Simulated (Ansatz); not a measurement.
# C2H6Cl2Si: the cost of one run

Program: Ansatz 0.2.0. Level of theory: the levels named in each step. These are calculated values, not measurements.

### Step 1. Starting point

Bond lengths: C1–Si2 1.901 Å, Si2–C3 1.901 Å, Si2–Cl4 2.033 Å, Si2–Cl5 2.033 Å, C1–H6 1.086 Å, C1–H7 1.087 Å, C1–H8 1.091 Å, C3–H9 1.087 Å, C3–H10 1.081 Å, C3–H11 1.086 Å. Angles (14 of 18 angles, heavy atoms first): C1–Si2–C3 112.1°, C1–Si2–Cl4 109.1°, C1–Si2–Cl5 109.0°, C3–Si2–Cl4 109.0°, C3–Si2–Cl5 109.1°, Cl4–Si2–Cl5 108.5°, Si2–C1–H6 111.2°, Si2–C1–H7 111.4°, Si2–C1–H8 110.9°, Si2–C3–H9 111.3°, Si2–C3–H10 111.6°, Si2–C3–H11 111.2°, H6–C1–H7 107.5°, H6–C1–H8 107.4°.

Coordinates:

```xyz
11

C     1.3970   -1.6175   -0.1980
Si   -0.0273   -0.3873    0.0710
C    -1.5972   -1.2399    0.7204
Cl    0.5599    1.0258    1.4090
Cl   -0.4509    0.5295   -1.6934
H     1.1259   -2.3815   -0.9204
H     2.2869   -1.1173   -0.5712
H     1.6533   -2.1252    0.7326
H    -2.4019   -0.5251    0.8714
H    -1.9627   -1.9833    0.0255
H    -1.4139   -1.7297    1.6720
```

### Step 2. A rough first relaxation, PBE-D4/def2-SVP

This run stands in another session on the same molecule. It ended at:

```xyz
11

C     1.3877   -1.6185   -0.1951
Si   -0.0313   -0.4317    0.0793
C    -1.5925   -1.2388    0.7187
Cl    0.5730    1.0260    1.4468
Cl   -0.4644    0.5204   -1.7281
H     1.1029   -2.3906   -0.9387
H     2.2791   -1.0795   -0.5714
H     1.6558   -2.1217    0.7562
H    -2.3901   -0.4835    0.8610
H    -1.9535   -2.0006   -0.0021
H    -1.3977   -1.7329    1.6924
```

### Step 3. Relaxation, r2SCAN-D4/def2-TZVPP

input.yaml reads:

```yaml
crystal:
  periodic: [false, false, false]
  atoms:
    - { symbol: C, position_ang: [1.3877217, -1.61849637, -0.19512601] }
    - { symbol: Si, position_ang: [-0.03134251, -0.43174913, 0.07926545] }
    - { symbol: C, position_ang: [-1.59249685, -1.23883689, 0.71866751] }
    - { symbol: Cl, position_ang: [0.57304261, 1.02597547, 1.44683803] }
    - { symbol: Cl, position_ang: [-0.46439649, 0.52041202, -1.728087] }
    - { symbol: H, position_ang: [1.10288246, -2.39057588, -0.93870315] }
    - { symbol: H, position_ang: [2.27912563, -1.07946543, -0.57144533] }
    - { symbol: H, position_ang: [1.65579045, -2.1217214, 0.75619107] }
    - { symbol: H, position_ang: [-2.39010674, -0.4835268, 0.86104862] }
    - { symbol: H, position_ang: [-1.95350774, -2.0006144, -0.00206649] }
    - { symbol: H, position_ang: [-1.39770252, -1.73286118, 1.6923773] }
basis:
  gaussian: { orbitals: def2-TZVPP }
hamiltonian:
  xc: r2scan
  dispersion: d4
relax:
  f_tol: 0.002
  max_steps: 150
```

On the command line:

```console
$ ansatz run input.yaml --threads 4 --pin off --max-ram 10240MiB --backend cpu --events-out ev --progress --plain --runs-dir out
```

**Question.** How long does this run take on 4 threads of Arm Neoverse V2, shared host, and how much memory does it need?

About 32 s, with a peak of 0.45 GiB.
